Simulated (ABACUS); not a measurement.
BiS:

```
CELL_PARAMETERS angstrom
2.10927 1.21779 3.50049
-2.10927 1.21779 3.50049
0.00000 -2.43558 3.50049
ATOMIC_POSITIONS crystal
Bi 0.00000 0.00000 0.00000
S 0.50000 0.50000 0.50000
```

The cell was built by a generator and needn't be a form met in nature.

```yaml
Program: ABACUS 3.10.1
Task: single point
Functional: PBE
Potentials_or_basis: PseudoDojo NC SR 0.4.1 PBE standard
Cutoff: 898 eV
Density_cutoff: 3592 eV
Basis: plane waves
k_mesh: 8 × 8 × 8
Occupations: fermi-dirac, width 0.05 eV
Spin: no spin polarisation
```

On this cell: pressure -1.3 GPa; largest force under 0.003 eV/Å; band gap on the k mesh none (metal or under the smearing width).

The same run follows on a disturbed copy (atoms moved at random, drawn with an rms of 0.05 Å):

```
CELL_PARAMETERS angstrom
2.10927 1.21779 3.50049
-2.10927 1.21779 3.50049
0.00000 -2.43558 3.50049
ATOMIC_POSITIONS crystal
Bi 0.00889 0.00180 0.00096
S 0.51394 0.48407 0.50640
```

Question: What does the disturbed cell give?

Answer: The energy (extrapolated to zero smearing) moves by +1.1 meV/atom; pressure -1.2 GPa; largest force 0.077 eV/Å; band gap on the k mesh none (metal or under the smearing width).

Forces in eV/Å, atoms in the order of the input:
```
Bi   0.058 -0.034 -0.037
S   -0.058  0.034  0.037
```

Stress tensor (GPa, compression positive):
```
-1.40  0.05  0.02
 0.05 -1.35 -0.01
 0.02 -0.01 -0.82
```

Caveats: spin-orbit coupling is left out, which moves the levels of the heavy elements.
